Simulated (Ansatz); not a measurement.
# InRh: the cost of one run

Computed with Ansatz 0.2.0 (DFT PBE, scalar-relativistic, plane waves, PAW, unless a step's input says otherwise).

## 1. The starting structure

The structure is hexagonal, space group P-6m2 (No. 187). The conventional cell has a = 4.297 Å, b = 4.297 Å, c = 14.000 Å, α = 90.00°, β = 90.00°, γ = 120.00°. In (site symmetry -6m2) is surrounded by 3 Rh at 2.48 Å. Rh (site symmetry -6m2) has 3 In at 2.48 Å as nearest neighbours.

Structure file:

```cif
data_structure
_symmetry_space_group_name_H-M 'P 1'
_symmetry_Int_Tables_number 1
_cell_length_a 4.2969
_cell_length_b 4.2969
_cell_length_c 14.0000
_cell_angle_alpha 90.000
_cell_angle_beta 90.000
_cell_angle_gamma 120.000
_cell_volume 223.86
loop_
_atom_site_label
_atom_site_type_symbol
_atom_site_fract_x
_atom_site_fract_y
_atom_site_fract_z
_atom_site_occupancy
In1 In 0.00000 0.00000 0.50000 1
Rh1 Rh 0.66667 0.33333 0.50000 1
```

The cell is invented: random sheet by layer group and Wyckoff sites. Its size is a rough estimate.

Only a and b are periodic; c spans vacuum, so the box's volume, pressure and space group aren't properties of the sheet.

## 2. A first look at the guess

Input file input.yaml:

```yaml
crystal:
  lattice:
    - [4.296904, 0.0, 0.0]
    - [-2.148452, 3.721228, 0.0]
    - [0.0, 0.0, 14.0]
  atoms:
    - { symbol: In, position: [0.0, 0.0, 0.5] }
    - { symbol: Rh, position: [0.66666667, 0.33333333, 0.5] }
  periodic: [true, true, false]
basis:
  ecutwfc: 420
kpoints:
  mp_grid: { grid: [6, 6, 1] }
hamiltonian:
  xc: pbe
scf:
  occupations: { method: gaussian, width: 0.1 }
  lower_state_search: "off"
output:
  forces: true
  stress: true
  eigenvalues: true
```

Started as:

```bash
> ansatz run input.yaml --threads 1 --pin off --max-ram 2560MiB --backend cpu --events-out ev --progress --plain --runs-dir out
```

Q: Estimate wall time and peak memory on 1 thread of Arm Neoverse N1, shared host.

About 9.4 s, with a peak of 0.49 GiB.
